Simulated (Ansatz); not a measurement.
# P: the cost of one run

Program: Ansatz 0.2.0. Level of theory: DFT LDA, scalar-relativistic, plane waves, PAW, and further levels as typed in the inputs. These are calculated values, not measurements.

## Step 1: The starting structure

It takes space group Pbcm (No. 57, orthorhombic). Conventional cell: a = 23.370 Å, b = 4.376 Å, c = 3.314 Å, α = 90.00°, β = 90.00°, γ = 90.00°. P (site symmetry m) has 3 P at 2.22 to 2.24 Å as nearest neighbours.

Structure file:

```xyz
8
Lattice="3.3136 0.0000 0.0000 0.0000 4.3763 0.0000 0.0000 0.0000 23.3698" Properties=species:S:1:pos:R:3 pbc="T T T"
P     0.0000    0.3526   10.1308
P     0.0000    4.0237    8.0000
P     1.6568    2.5407    8.0000
P     1.6568    1.8356   10.1308
P     1.6568    0.3526   15.3698
P     1.6568    4.0237   13.2390
P     0.0000    2.5407   13.2390
P     0.0000    1.8356   15.3698
```

## Step 2: Single point: P8 sheet, no spin

input.yaml reads:

```yaml
crystal:
  lattice:
    - [3.3136, 0.0, 0.0]
    - [0.0, 4.3763, 0.0]
    - [0.0, 0.0, 23.36980608]
  atoms:
    - { symbol: P, position: [0.0, 0.08056, 0.4334997922] }
    - { symbol: P, position: [0.0, 0.91944, 0.3423220532] }
    - { symbol: P, position: [0.5, 0.58056, 0.3423220532] }
    - { symbol: P, position: [0.5, 0.41944, 0.4334997922] }
    - { symbol: P, position: [0.5, 0.08056, 0.6576779468] }
    - { symbol: P, position: [0.5, 0.91944, 0.5665002078] }
    - { symbol: P, position: [0.0, 0.58056, 0.5665002078] }
    - { symbol: P, position: [0.0, 0.41944, 0.6576779468] }
  periodic: [true, true, false]
scf:
  occupations: { method: gaussian, width: 0.01 }
  n_extra_bands: 6
output:
  eigenvalues: true
  eigenstates: { kpoints: [[0.0, 0.0, 0.0]], top_band: c7, e_range: [-3.5, 4] }
  write_density: true
  write_potential: true
  elf: true
  volumetric_format: npy
kpoints:
  mp_grid: { grid: [12, 9, 1] }
hamiltonian:
  xc: lda
```

Command:

```sh
$ ansatz run input.yaml --threads 8 --pin off --max-ram 24576MiB --backend cpu --events-out ev --progress --plain --runs-dir out
```

**Question.** How long does this run take on 8 threads of Arm Neoverse V1, shared host, and how much memory does it need?

About 10 s, with a peak of 1.5 GiB.
